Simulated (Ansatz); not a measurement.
AlH5N2OSi, SMILES N[SiH]1[NH][Al]1[OH], a geometry optimisation

Program: Ansatz 0.2.0 through its Python package.

Run as a notebook:

**Cell 1**
```python
import warnings

import ansatz as az
import numpy as np
```

**Cell 2**
```python
BASIS = "6-31G*"
XC = "b3lyp"
```

**Cell 3**
```python
GEOMETRY = """
N    -2.13980    0.34870    0.20240
Si   -0.79000   -0.49040   -0.48980
N     0.47800    0.68360   -0.96380
Al    1.28280   -0.11950    0.63050
O     2.48180   -0.38530    1.91560
H    -1.83830    0.97170    0.99680
H    -2.47050    1.07670   -0.53460
H    -1.04400   -1.33680   -1.64640
H     1.05280    0.28600   -1.70190
H     3.07050   -1.08590    1.59430
"""
```

**Cell 4**
```python
warnings.simplefilter("ignore", az.DeckWarning)

geometry = az.Crystal.molecule()
for line in GEOMETRY.strip().splitlines():
    symbol, *xyz = line.split()
    geometry = geometry.atom(symbol, [float(v) for v in xyz])
```

**Cell 5**
```python
job = geometry.calculation().basis(gaussian=BASIS).functional(XC)
symbols = [site.symbol for site in geometry.cartesian_sites]
start = np.array([site.position_ang for site in geometry.cartesian_sites], dtype=float)
report = job.relax(force_tolerance=0.005).run(threads=1, backend="cpu").report
end = np.array(report["positions_ang"])
```

**Cell 6**
```python
for key in ("converged", "free_energy_ev", "reference_energy_ev", "n_frozen", "n_occupied", "n_virtual"):
    print(f"{key:22s} {report[key]}")
```
Output:
```text
converged              True
free_energy_ev         -19585.187940860942
reference_energy_ev    -19585.187940860942
n_frozen               0
n_occupied             [27, 27]
n_virtual              [66, 66]
```

**Cell 7**
```python
print("bond        before    after (A)")
for i, j in [(0, 1), (0, 5), (0, 6), (1, 2), (1, 3), (1, 7), (2, 3), (2, 8), (3, 4), (4, 9)]:
    d0, d1 = (np.linalg.norm(xyz[i] - xyz[j]) for xyz in (start, end))
    print(f"{symbols[i]}{i}-{symbols[j]}{j}".ljust(10), f"{d0:8.4f} {d1:8.4f}")
for i, j, k in [(1, 0, 5), (1, 0, 6), (5, 0, 6), (0, 1, 2), (0, 1, 3), (0, 1, 7), (2, 1, 3), (2, 1, 7)]:
    u, v = end[i] - end[j], end[k] - end[j]
    print(f"angle {symbols[i]}{i}-{symbols[j]}{j}-{symbols[k]}{k}: {np.degrees(np.arccos(np.clip(u @ v / np.linalg.norm(u) / np.linalg.norm(v), -1, 1))):.2f} deg")
```
Output:
```text
bond        before    after (A)
N0-Si1       1.7335   1.7253
N0-H5        1.0536   1.0114
N0-H6        1.0874   1.0117
Si1-N2       1.7919   1.7709
Si1-Al3      2.3852   2.3271
Si1-H7       1.4556   1.4947
N2-Al3       1.9582   1.7955
N2-H8        1.0165   1.0182
Al3-O4       1.7776   1.7157
O4-H9        0.9699   0.9657
angle Si1-N0-H5: 123.39 deg
angle Si1-N0-H6: 121.53 deg
angle H5-N0-H6: 112.51 deg
angle N0-Si1-N2: 118.39 deg
angle N0-Si1-Al3: 130.60 deg
angle N0-Si1-H7: 101.68 deg
angle N2-Si1-Al3: 49.73 deg
angle N2-Si1-H7: 117.37 deg
```

**Cell 8**
```python
charges = report["charge_distribution"]
print("dipole moment", round(4.803205 * float(np.linalg.norm(charges["dipole_moment_e_ang"])), 3), "D")
print("Mulliken:", [(s, round(q, 3)) for s, q in zip(symbols, charges["mulliken_charges_e"])])
```
Output:
```text
dipole moment 1.852 D
Mulliken: [('N', -0.844), ('Si', 0.541), ('N', -0.738), ('Al', 0.505), ('O', -0.731), ('H', 0.327), ('H', 0.33), ('H', -0.099), ('H', 0.292), ('H', 0.417)]
```

Reading the output:
- The settings weren't tested for convergence.
- The end point is the stationary point reached from this start; no frequency run checks that it is a minimum, and the basis set is modest.
- b3lyp holds the VWN-RPA fit, as in Gaussian; the form of ORCA and Turbomole is b3lyp5.
- It ran for 92 s on 1 thread of Intel(R) Xeon(R) Platinum 8375C CPU @ 2.90GHz (Ice Lake), with other jobs on the host, peak memory 0.27 GiB.

(Lines on the test bed's own set-up are left out of the output.)
